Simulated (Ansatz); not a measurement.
# BiP: the cost of one run

Computed with Ansatz 0.2.0 (DFT PBE, scalar-relativistic, plane waves, PAW, unless a step's input says otherwise).

1 further run of the same task is left out (set aside as unsound or not needed).

## Step 1: The structure to begin with

Symmetry: P6_3mc, No. 186, hexagonal system. The conventional cell has a = 4.905 Å, b = 4.905 Å, c = 6.173 Å, α = 90.00°, β = 90.00°, γ = 120.00°. Around Bi (site symmetry 3m) lie 4 P at 2.71 to 2.86 Å. P (site symmetry 3m) has 4 Bi at 2.71 to 2.86 Å as nearest neighbours.

Coordinates:

```xyz
4
Lattice="4.9051 0.0000 0.0000 -2.4526 4.2480 0.0000 0.0000 0.0000 6.1734" Properties=species:S:1:pos:R:3 pbc="T T T"
Bi    0.0000    2.8320    2.5050
Bi    2.4526    1.4160    5.5917
P     0.0000    2.8320    5.9719
P     2.4526    1.4160    2.8852
```

The cell was relaxed beforehand at this level, from a generated guess; it is a trial structure. At a tolerance of 0.02 Å it has space group P6_3mc (No. 186); it has 32.16 Å³/atom, an uncorrected energy of +0.19 eV/atom over the elements.

## Step 2: Bands, states and charges

File input.yaml:

```yaml
crystal:
  lattice:
    - [4.9051190894, 0.0, 0.0]
    - [-2.4525595447, 4.24795774, 0.0]
    - [0.0, 0.0, 6.1734070291]
  atoms:
    - { symbol: Bi, position: [0.3333333333, 0.6666666667, 0.4057696223] }
    - { symbol: Bi, position: [0.6666666667, 0.3333333333, 0.9057696223] }
    - { symbol: P, position: [0.3333333333, 0.6666666667, 0.9673653077] }
    - { symbol: P, position: [0.6666666667, 0.3333333333, 0.4673653077] }
basis:
  ecutwfc: 420
kpoints:
  mp_grid: { grid: [12, 12, 6] }
  band_path:
    path:
      - [[0.0, 0.0, 0.0], [0.5, 0.0, 0.0], [0.33333333, 0.33333333, 0.0], [0.0, 0.0, 0.0], [0.0, 0.0, 0.5], [0.5, 0.0, 0.5], [0.33333333, 0.33333333, 0.5], [0.0, 0.0, 0.5]]
      - [[0.5, 0.0, 0.5], [0.5, 0.0, 0.0]]
      - [[0.33333333, 0.33333333, 0.5], [0.33333333, 0.33333333, 0.0]]
    npoints: 14
hamiltonian:
  xc: pbe
scf:
  occupations: { method: gaussian, width: 0.02 }
  n_extra_bands: 10
output:
  forces: true
  stress: true
  eigenvalues: true
  populations: true
  dos: { projected: true, de: 0.02, nscf_kmesh: { grid: [15, 15, 8] } }
  bader: true
  write_density: true
  write_potential: true
  elf: true
  volumetric_format: npy
```

On the command line:

```sh
$ ansatz run input.yaml --threads 1 --pin off --max-ram 2048MiB --backend cpu --events-out ev --progress --plain --runs-dir out
```

What time and memory should one allow on 1 thread of Arm Neoverse V1, shared host?

About 2.3 min, with a peak of 0.59 GiB.
